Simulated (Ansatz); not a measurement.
# GeH₅ (doublet): the correlation ladder at distance H1–H2 along a hydrogen transfer = 1.169 Å, cc-pVTZ

An exercise on one series of results from a longer session: the logs are not shown, and one member is left open.

Computed with Ansatz 0.2.0, Gaussian basis. Level: cc-pVTZ, core rule «outside noble gas», up to 14 orbitals frozen.

Plan: UHF; CCSD(T) on ROHF; CCSD(T) on UHF; BCCD(T) on ROHF; CCSDT(Q) on ROHF; CCSDT(Q) on UHF; CASSCF and NEVPT2, 3 electrons in 3 orbitals; CASSCF and NEVPT2, 9 electrons in 9 orbitals.

## The system

The geometry derives from fragments relaxed apart (PBE0/def2-TZVP) and kept rigid, so it is no stationary point. A hydrogen atom is moved between rigid fragments. No spin-orbit coupling is included. The filled d shell of Ge may be among the frozen orbitals whatever the setting's name suggests; the logs give the count.

6 atoms, charge 0, spin multiplicity 2.

Atoms are counted from 1 here; the program's logs count them from 0.

Bond lengths: H2–Ge3 1.700 Å, Ge3–H4 1.539 Å, Ge3–H5 1.539 Å, Ge3–H6 1.539 Å. Angles: H2–Ge3–H4 107.7°, H2–Ge3–H5 107.7°, H2–Ge3–H6 107.7°, H4–Ge3–H5 111.2°, H4–Ge3–H6 111.2°, H5–Ge3–H6 111.2°.

Set-up of the first run:

File in.yaml:

```yaml
crystal:
  periodic: [false, false, false]
  atoms:
    - {symbol: H, position_ang: [-2.827958, 0.000000, -0.000001]}
    - {symbol: H, position_ang: [-1.658958, 0.000000, -0.000001]}
    - {symbol: Ge, position_ang: [0.041042, 0.000000, 0.000000]}
    - {symbol: H, position_ang: [0.509710, -1.465915, 0.000000]}
    - {symbol: H, position_ang: [0.509711, 0.732957, -1.269519]}
    - {symbol: H, position_ang: [0.509710, 0.732957, 1.269520]}
basis:
  gaussian: {orbitals: cc-pVTZ}
magnetization: {spin_polarized: true, initial_magnetization: 1}
hamiltonian: {xc: hf}
output: {orbitals: {seedname: orbitals}}
```

On the command line:

```
> ansatz run in.yaml --threads 1 --pin off --events-out ev --progress --plain --max-ram 2816MiB --backend cpu
```

Among the steps run: UHF; CCSD(T) on ROHF; CCSD(T) on UHF; BCCD(T) on ROHF; CCSDT(Q) on ROHF; CCSDT(Q) on UHF; CASSCF and NEVPT2, 3 electrons in 3 orbitals; CASSCF and NEVPT2, 9 electrons in 9 orbitals.

One of the session's tables, all rows but one given; the rest of the session is left out.

| method | from UCCSDT(Q) (meV) |
| --- | --- |
| ROHF | +5228.9 |
| UHF | +5051.6 |
| RMP2 | +1056.1 |
| UMP2 | +1045.5 |
| RCCSD | +152.2 |
| UCCSD | +146.8 |
| RCCSD(T) | +28.3 |
| UCCSD(T) | +27.3 |
| BCCD(T) | +27.5 |
| RCCSDT | +5.1 |
| UCCSDT | +3.5 |
| RCCSDT(Q) | ? |
| UCCSDT(Q) | 0 |
| CASSCF pair | +4643.4 |
| NEVPT2 pair | +994.3 |
| CASSCF valence | +3398.5 |
| NEVPT2 valence | +949.4 |

Q: Estimate the row for RCCSDT(Q) from the others.

**Answer.** from UCCSDT(Q) (meV): +1.6. In the column «from UCCSDT(Q) (meV)» it lies between UCCSDT(Q) (0) and UCCSDT (+3.5).

To keep in mind: Restricted and unrestricted rows rest on different reference determinants; where their highest levels disagree by more than a few hundredths of an eV, they describe different states and don't form one ladder.
